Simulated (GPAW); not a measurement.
# GaSb3 (Fm-3m) in GPAW: reference runs

Aim: a first look at GaSb3 with PBEsol, on the cell as given and on a disturbed one.

Everything below comes from runs of GPAW 26.7.0. Logs are shortened: lines on timing, memory, paths and dates and some standing lists are left out, and cuts for length are marked. The log counts tension as positive stress, the text compression.

## Step 1: Starting point

Symmetry: Fm-3m, No. 225, cubic system. Conventional cell: a = 7.461 Å, b = 7.461 Å, c = 7.461 Å, α = 90.00°, β = 90.00°, γ = 90.00°. Sb (site symmetry m-3m) is surrounded by 8 Sb at 3.23 Å. Around Sb (site symmetry -43m) lie 4 Sb at 3.23 Å and 4 Ga at 3.23 Å. Around Ga (site symmetry m-3m) lie 8 Sb at 3.23 Å.

The cell comes from a database or a generator and needn't be the stable form of this composition.

## Step 2: Single point, PBEsol

run.py reads:

```python
from ase import Atoms
from ase.dft.bandgap import bandgap
from ase.io import write
from ase.units import GPa
from gpaw import GPAW, PW, setup_paths

setup_paths.insert(0, '.')

atoms = Atoms(['Sb', 'Sb', 'Sb', 'Ga'],
              cell=[[0.0, 3.730595, 3.730595],
                    [3.730595, 0.0, 3.730595],
                    [3.730595, 3.730595, 0.0]],
              scaled_positions=[[0.5, 0.5, 0.5],
                                [0.75, 0.75, 0.75],
                                [0.25, 0.25, 0.25],
                                [0.0, 0.0, 0.0]],
              pbc=True)

calc = GPAW(mode=PW(600),
            xc='PBEsol',
            kpts={'size': (6, 6, 6), 'gamma': True},
            occupations={'name': 'fermi-dirac', 'width': 0.05},
            nbands=38,
            convergence={'density': 1e-05, 'energy': 1e-05},
            maxiter=150,
            txt='gpaw.txt')
atoms.calc = calc
energy = atoms.get_potential_energy()
forces = atoms.get_forces()
stress = atoms.get_stress()
calc.write('gs.gpw')
write('result.traj', atoms)
print(f'Energy: {energy:.6f} eV')
print('Forces (eV/A):')
print(forces.round(4))
print('Stress (GPa):', (stress / GPa).round(3))
print('Fermi level:', round(calc.get_fermi_level(), 4), 'eV')
print(f'Gap: {bandgap(calc)[0]:.4f} eV, direct: {bandgap(calc, direct=True)[0]:.4f} eV')
```

Potentials or basis: PAW data sets generated in the run's folder for this functional, pw.

Launch:

```sh
$ gpaw-setup -f PBEsol Ga Sb
$ OMP_NUM_THREADS=1 python run.py
```

gpaw.txt:

```text
__  _  _
 | _ |_)|_||  |
 |__||  | ||/\| - 26.7.0

Input parameters:
  mode=PW(ecut=600.0),
  convergence={'density': 1e-05, 'energy': 1e-05},
  kpts=MonkhorstPack(size=(6, 6, 6), gamma=True),
  maxiter=150,
  nbands=38,
  occupations=Occupations(name='fermi-dirac', width=0.05),
  xc=XC(name='PBEsol')

Diagonalizing LCAO Hamiltonian
Converting LCAO to pw mode

                         Sb

                   Sb

             Sb

       Ga

Atoms  # Å, Bohr magnetons
|   | symbol |        x |        y |        z |    initial magnetic moments |
|---|--------|----------|----------|----------|-----------------------------|
| 0 |     Sb | 3.730595 | 3.730595 | 3.730595 | ( 0.0000,  0.0000,  0.0000) |
| 1 |     Sb | 5.595892 | 5.595892 | 5.595892 | ( 0.0000,  0.0000,  0.0000) |
| 2 |     Sb | 1.865298 | 1.865298 | 1.865298 | ( 0.0000,  0.0000,  0.0000) |
| 3 |     Ga | 0.000000 | 0.000000 | 0.000000 | ( 0.0000,  0.0000,  0.0000) |

Unit cell  # Å
| periodic |        x |        y |        z |  lengths |    angles |
|----------|----------|----------|----------|----------|-----------|
|      yes | 0.000000 | 3.730595 | 3.730595 | 5.275858 | 60.000000 |
|      yes | 3.730595 | 0.000000 | 3.730595 | 5.275858 | 60.000000 |
|      yes | 3.730595 | 3.730595 | 0.000000 | 5.275858 | 60.000000 |

Number of symmetries: 48
Symmetry operations  # r_c * U_cc + t_c -> r_c
|    | kind |            matrix            |
|----|------|------------------------------|
|  0 |  σ   |  1, 0, 0,  1, 0,-1,  1,-1, 0 |
|  1 |  C2  |  1, 0, 0,  1,-1, 0,  1, 0,-1 |
|  2 |  E   |  1, 0, 0,  0, 1, 0,  0, 0, 1 |
|  3 |  σ   |  1, 0, 0,  0, 0, 1,  0, 1, 0 |
|  4 |  C4  |  1, 0,-1,  1, 0, 0,  1,-1, 0 |
|  5 |  S6  |  1, 0,-1,  1,-1, 0,  1, 0, 0 |
|  6 |  σ   |  1, 0,-1,  0, 1,-1,  0, 0,-1 |
|  7 |  C3  |  1, 0,-1,  0, 0,-1,  0, 1,-1 |
|  8 |  S6  |  1,-1, 0,  1, 0, 0,  1, 0,-1 |
|  9 |  C4  |  1,-1, 0,  1, 0,-1,  1, 0, 0 |
| 10 |  C3  |  1,-1, 0,  0,-1, 1,  0,-1, 0 |
| 11 |  σ   |  1,-1, 0,  0,-1, 0,  0,-1, 1 |
| 12 |  σ   |  0, 1, 0,  1, 0, 0,  0, 0, 1 |
| 13 |  C4  |  0, 1, 0,  0, 1,-1, -1, 1, 0 |
| 14 |  C3  |  0, 1, 0,  0, 0, 1,  1, 0, 0 |
| 15 |  S6  |  0, 1, 0, -1, 1, 0,  0, 1,-1 |
| 16 |  C2  |  0, 1,-1,  1, 0,-1,  0, 0,-1 |
| 17 |  σ   |  0, 1,-1,  0, 1, 0, -1, 1, 0 |
| 18 |  S4  |  0, 1,-1,  0, 0,-1,  1, 0,-1 |
| 19 |  C4  |  0, 1,-1, -1, 1, 0,  0, 1, 0 |
| 20 |  C3  |  0, 0, 1,  1, 0, 0,  0, 1, 0 |
| 21 |  σ   |  0, 0, 1,  0, 1, 0,  1, 0, 0 |
| 22 |  S6  |  0, 0, 1,  0,-1, 1, -1, 0, 1 |
| 23 |  C4  |  0, 0, 1, -1, 0, 1,  0,-1, 1 |
| 24 |  S4  |  0, 0,-1,  1, 0,-1,  0, 1,-1 |
| 25 |  C3  |  0, 0,-1,  0, 1,-1,  1, 0,-1 |
| 26 |  C2  |  0, 0,-1,  0,-1, 0, -1, 0, 0 |
| 27 |  S6  |  0, 0,-1, -1, 0, 0,  0,-1, 0 |
| 28 |  S4  |  0,-1, 1,  1,-1, 0,  0,-1, 0 |
| 29 |  C4  |  0,-1, 1,  0, 0, 1, -1, 0, 1 |
| 30 |  C2  |  0,-1, 1,  0,-1, 0,  1,-1, 0 |
| 31 |  σ   |  0,-1, 1, -1, 0, 1,  0, 0, 1 |
| 32 |  C3  |  0,-1, 0,  1,-1, 0,  0,-1, 1 |
| 33 |  S6  |  0,-1, 0,  0, 0,-1, -1, 0, 0 |
| 34 |  S4  |  0,-1, 0,  0,-1, 1,  1,-1, 0 |
| 35 |  C2  |  0,-1, 0, -1, 0, 0,  0, 0,-1 |
| 36 |  C2  | -1, 1, 0,  0, 1, 0,  0, 1,-1 |
| 37 |  S6  | -1, 1, 0,  0, 1,-1,  0, 1, 0 |
| 38 |  S4  | -1, 1, 0, -1, 0, 1, -1, 0, 0 |
| 39 |  C3  | -1, 1, 0, -1, 0, 0, -1, 0, 1 |
| 40 |  S6  | -1, 0, 1,  0, 0, 1,  0,-1, 1 |
| 41 |  C2  | -1, 0, 1,  0,-1, 1,  0, 0, 1 |
| 42 |  C3  | -1, 0, 1, -1, 1, 0, -1, 0, 0 |
| 43 |  S4  | -1, 0, 1, -1, 0, 0, -1, 1, 0 |
| 44 |  C2  | -1, 0, 0,  0, 0,-1,  0,-1, 0 |
| 45 |  i   | -1, 0, 0,  0,-1, 0,  0, 0,-1 |
| 46 |  σ   | -1, 0, 0, -1, 1, 0, -1, 0, 1 |
| 47 |  C2  | -1, 0, 0, -1, 0, 1, -1, 1, 0 |

BZ-sampling:
  Number of BZ points: 216
  Number of IBZ points: 16

  Monkhorst-Pack size: [6, 6, 6]
  Monkhorst-Pack shift: [0.08333333333333333, 0.08333333333333333, 0.08333333333333333]

K-points  # in reciprocal-cell coordinates
|     |                                coordinates |     weight |
|-----|--------------------------------------------|------------|
|   0 | (  0.00000000,   0.00000000,   0.00000000) | 0.00462963 |
|   1 | (  0.16666667,   0.16666667,   0.00000000) | 0.02777778 |
|   2 | (  0.16666667,   0.16666667,   0.16666667) | 0.03703704 |
|   3 | (  0.33333333,   0.16666667,   0.16666667) | 0.05555556 |
|   4 | (  0.33333333,   0.33333333,  -0.33333333) | 0.05555556 |
|   5 | (  0.33333333,   0.33333333,   0.00000000) | 0.02777778 |
|   6 | (  0.33333333,   0.33333333,   0.16666667) | 0.11111111 |
|   7 | (  0.33333333,   0.33333333,   0.33333333) | 0.03703704 |
|   8 | (  0.50000000,   0.33333333,  -0.33333333) | 0.11111111 |
|   9 | (  0.50000000,   0.33333333,  -0.16666667) | 0.05555556 |
| ... |                                            |            |
|  15 | (  0.50000000,   0.50000000,   0.50000000) | 0.01851852 |

Plane wave coefficients: 3490
Cutoff: 600.0 eV

Spin-components: 1 (collinear spins)
Bands:           38
Projectors:      23
Spin-degeneracy: 2
Datatype:        complex128

Parallelization:
  kpt:    1
  domain: 1
  band:   1

Density:
  Valence electrons: 48.0
  Components: 1
  Grid points: [30 30 30]
  Charge: 0.0  # |e|

Potential:
  Grid points: [30 30 30]

species:
  Sb:
    name:    Antimony
    Z:       51.0
    valence: 15
    core:    36
    charge:  0.0  # [|e|]
    compensation charges:
      type: gauss
      rc: 0.36  # [Å]
      lmax: 2
    cutoffs:
      filter: 2.23  # [Å]
      core: 2.23  # [Å]
    projectors
    | kind |    occ | energy [eV] | rcut [Å] |
    |------|--------|-------------|----------|
    |   5s |  2.000 |     -12.861 |    1.154 |
    |   5p |  3.000 |      -4.846 |    1.233 |
    |   4d | 10.000 |     -33.456 |    1.196 |
    |    s |        |      14.351 |    1.154 |
    |    p |        |      22.365 |    1.233 |
    |    d |        |      -6.245 |    1.196 |

    Using partial waves for Sb as LCAO basis

  Ga:
    name:    Gallium
    Z:       31.0
    valence: 3
    core:    28
    charge:  0.0  # [|e|]
    compensation charges:
      type: gauss
      rc: 0.37  # [Å]
      lmax: 2
    cutoffs:
      filter: 2.06  # [Å]
      core: 4.17  # [Å]
    projectors
    | kind |    occ | energy [eV] | rcut [Å] |
    |------|--------|-------------|----------|
    |   4s |  2.000 |      -8.959 |    1.164 |
    |   4p |  1.000 |      -2.572 |    1.164 |
    |    s |        |      18.252 |    1.164 |
    |    p |        |      24.640 |    1.164 |
    |    d |        |       0.000 |    1.164 |

    Using partial waves for Ga as LCAO basis

Reference energy: -581458.785779  # eV

eigensolver:
  PPCG
  Converge bands: occupied
  niter=2

density mixing:
  MSR1-Mixer
  Pratt-step length: 0.05
  Maximum mixing coefficient: 0.75
  Old densities: 10
  SVD Regularization: 0.005
  Good broyden scale: 1.0
  Trust region scale: 1.0
  Backstep threshold: 4.0
  History deletion threshold: 6.0
  Fourier metric: weight=20.0, sigma=0.015

occupation numbers:
  Fermi-Dirac:
    width: 0.0500  # eV

poisson solver:
  ecut: 4800.0  # eV

xc functional:
  name: PBEsol with 2 nearest neighbor stencil

convergence criteria:
- Maximum integral of absolute [dens]ity change: 1e-05 electrons / valence electron
- Maximum [total energy] change in last 3 cyles: 1e-05 eV / valence electron
- Maximum integral of absolute [eigenst]ate change: 4e-08 eV^2 / valence electron
maximum number of iterations: 150

SCF iterations
|iter     | |      energy | eigst |  dens |
|---------|-|-------------|-------|-------|
|iter:   1| |  -16.956307 | +0.65 |       |
|iter:   2| |  -17.068386 | -1.32 | -1.71 |
|iter:   3| |  -17.054135 | -2.27 | -1.72 |
|iter:   4| |  -17.034280 | -3.21 | -2.13 |
|iter:   5| |  -17.031664 | -4.46 | -2.33 |
|iter:   6| |  -17.031360 | -4.81 | -2.76 |
|iter:   7| |  -17.031397c| -5.80 | -3.42 |
|iter:   8| |  -17.031392c| -6.61 | -3.81 |
|iter:   9| |  -17.031392c| -7.46c| -4.84 |
|iter:  10| |  -17.031392c| -7.86c| -5.32c|

Converged in 10 steps
Energy contributions relative to reference atoms: (reference = -581458.785779)

Energy contributions:
  Kinetic:          -4.964000
  Coulomb:           3.265191
  Zero:              0.497326
  External:          0.000000
  Xc:              -15.811886
  Entropy:          -0.036048
  Spinorbit:         0.000000
  ----------------------------
  Free energy:     -17.049416
  Extrapolated:    -17.031392

dipole moment: (-19.306611, -19.306611, -19.306611)  # |e|*Ang

Fermi level: 7.253
Eigenvalues  # (at kpt = [0.000, 0.000, 0.000])
| band index |      eig [eV] | occ [0-2] |
|------------|---------------|-----------|
|          0 |       -22.142 |     2.000 |
|        ... |               |           |
|         20 |         4.573 |     2.000 |
|         21 |         4.573 |     2.000 |
|         22 |         4.744 |     2.000 |
|         23 |         4.744 |     2.000 |
|         24 |         4.744 |     2.000 |
|         25 |         6.438 |     2.000 |
|         26 |         6.438 |     2.000 |
|         27 |         6.438 |     2.000 |
|         28 |        10.609 |     0.000 |
|         29 |        10.609 |     0.000 |
|         30 |        13.836 |     0.000 |
|         31 |        13.836 |     0.000 |
|         32 |        13.836 |     0.000 |
|         33 |        19.121 |     0.000 |
|         34 |        19.122 |     0.000 |
|         35 |        19.135 |     0.000 |
|        ... |               |           |
|         37 |        20.762 |     0.000 |

No gap
No difference between direct/indirect transitions

Forces  # eV/Ang
|        x |        y |        z |
|----------|----------|----------|
|  0.00000 |  0.00000 |  0.00000 |  # Sb   0
|  0.00000 | -0.00000 | -0.00000 |  # Sb   1
|  0.00000 | -0.00000 |  0.00000 |  # Sb   2
| -0.00000 |  0.00000 |  0.00000 |  # Ga   3

Stress tensor  # eV/Ang^3
|        x |        y |        z |
|----------|----------|----------|
| 0.023467 | 0.000000 | 0.000000 |
| 0.000000 | 0.023467 | 0.000000 |
| 0.000000 | 0.000000 | 0.023467 |

# Writing to gs.gpw (mode='')
```

It took 41 s on 1 thread of Arm Neoverse V2, shared host; peak memory 0.21 GiB.

What came out:

```yaml
Free_energy: -17.0494 eV
Pressure: -3.8 GPa
Band_gap_on_the_k_mesh: none (metal or under the smearing width)
```

The run has no spin-orbit coupling, so splittings on Sb are missing.

(Part 1 of 2 ends here.)
